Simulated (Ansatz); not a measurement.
**Hf: a trigonal deformation path**

The task here is to estimate one member of a computed series from the others.

Method: DFT PBEsol, scalar-relativistic, plane waves, PAW, in Ansatz 0.2.0.

## The starting structure

The structure is cubic, space group Im-3m (No. 229). Conventional cell: a = 3.610 Å, b = 3.610 Å, c = 3.610 Å, α = 90.00°, β = 90.00°, γ = 90.00°. Around Hf (site symmetry m-3m) lie 8 Hf at 3.13 Å.

Coordinates:

```cif
data_structure
_symmetry_space_group_name_H-M 'Im-3m'
_symmetry_Int_Tables_number 229
_cell_length_a 3.6100
_cell_length_b 3.6100
_cell_length_c 3.6100
_cell_angle_alpha 90.000
_cell_angle_beta 90.000
_cell_angle_gamma 90.000
_cell_volume 47.05
loop_
_atom_site_label
_atom_site_type_symbol
_atom_site_symmetry_multiplicity
_atom_site_Wyckoff_symbol
_atom_site_fract_x
_atom_site_fract_y
_atom_site_fract_z
_atom_site_occupancy
Hf1 Hf 2 a 0.00000 0.00000 0.00000 1
```

No relaxation comes first: the listed cell is the starting point.

## The reference cell

Reference values: F = -15597.8013 eV; pressure -8.99 GPa; largest force 0.000 eV/Å; gap on the mesh none (metal). It was computed beforehand with the settings of the runs below.

Set-up of the first run:

At fixed volume and fractional coordinates, lengths along (0.577, 0.577, 0.577) are scaled against those across it; ρ is that ratio over its starting value.

Input file input.yaml:

```yaml
crystal:
  lattice:
    - [-2.6531837442, 1.8951312459, 1.8951312459]
    - [1.8951312459, -2.6531837442, 1.8951312459]
    - [1.8951312459, 1.8951312459, -2.6531837442]
  atoms:
    - { symbol: Hf, position: [0.0, 0.0, 0.0] }
basis:
  ecutwfc: 420
kpoints:
  mp_grid: { grid: [20, 20, 20] }
hamiltonian:
  xc: pbesol
scf:
  occupations: { method: gaussian, width: 0.15 }
output:
  forces: true
  stress: true
  eigenvalues: true
  write_density: true
  write_potential: true
  elf: true
  volumetric_format: npy
```

Run with:

```console
ansatz run input.yaml --threads 1 --pin off --max-ram 2560MiB --backend cpu --events-out ev --progress --plain --runs-dir out
```

Steps of the session up to this table: At ρ = 0.500; At ρ = 2.000; At ρ = 0.710; At ρ = 1.410; Point ρ = 0.600; ρ = 0.850; Point ρ = 1.200; Point ρ = 1.700; At ρ = 0.930; ρ = 1.080.

One table of the session follows, with a row left open; its other results are not shown here.

```
    ρ  ΔE (meV/atom)  pressure (GPa)
0.500         4918.2            55.0
0.600         1834.7            15.4
0.710          540.9            -2.1
0.850              ?               ?
0.930           19.9            -8.9
1.000            0.0            -9.0
1.080           26.5            -8.8
1.200          143.0            -8.0
1.410          390.6            -5.9
1.700          716.7            -1.6
2.000          853.0             0.0
```

**Question.** Estimate the row for ρ = 0.850.

Worked estimate for «ΔE (meV/atom)». A straight line through the neighbours (0.710, 540.9) and (0.930, 19.9) gives 540.9 + (19.9 − 540.9) × (0.850 − 0.710) / (0.930 − 0.710) = 209.4; a parabola fitted to 4 rows on both sides gives -79.7.

The run gave: ΔE (meV/atom): 77.5; pressure (GPa): -8.2. In «ΔE (meV/atom)» the line misses by +131.9 and the parabola by -157.2.
